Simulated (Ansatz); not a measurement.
# WC+ (octet): from Hartree-Fock to the top rungs, def2-QZVPP

An exercise on one series of results from a longer session: the logs are not shown, and one member is left open.

Computed with Ansatz 0.2.0, Gaussian basis. Level: def2-QZVPP, core rule «outside noble gas», up to 5 orbitals frozen.

Plan: UHF; ROHF; CCSD(T) on UHF.

## What is computed

The geometry is a PBE0/def2-TZVP stationary point (not a proven minimum) of the parent state, kept for this charge and spin. No spin-orbit coupling is included. Elements past krypton take def2 core potentials.

2 atoms, charge 1, spin multiplicity 8.

Atoms are counted from 1 here; the program's logs count them from 0.

Bond lengths: W1–C2 1.923 Å.

Set-up of the first run:

The input, in.yaml:

```yaml
crystal:
  periodic: [false, false, false]
  atoms:
    - {symbol: W, position_ang: [0.000000, 0.000000, 0.000000]}
    - {symbol: C, position_ang: [0.000000, 0.000000, 1.923200]}
basis:
  gaussian: {orbitals: "def2-QZVPP.json"}
total_charge: 1
magnetization: {spin_polarized: true, initial_magnetization: 7}
hamiltonian: {xc: hf}
output: {orbitals: {seedname: orbitals}}
```

Run with:

```console
> ansatz run in.yaml --threads 1 --pin off --events-out ev --progress --plain --max-ram 4096MiB --backend cpu
```

Steps of the session up to this table: UHF; ROHF; CCSD(T) on UHF.

One of the session's tables, all rows but one given; the rest of the session is left out.

It belongs to the step «Misses and costs». 

```
  method  from UCCSD(T) (kJ/mol)
    ROHF                  +511.9
     UHF                  +496.5
    UMP2                   +71.8
   UCCSD                       ?
UCCSD(T)                       0
```

**Question.** Estimate the row for UCCSD.

The run gave: from UCCSD(T) (kJ/mol): +21.4. In the column «from UCCSD(T) (kJ/mol)» it lies between UCCSD(T) (0) and UMP2 (+71.8).
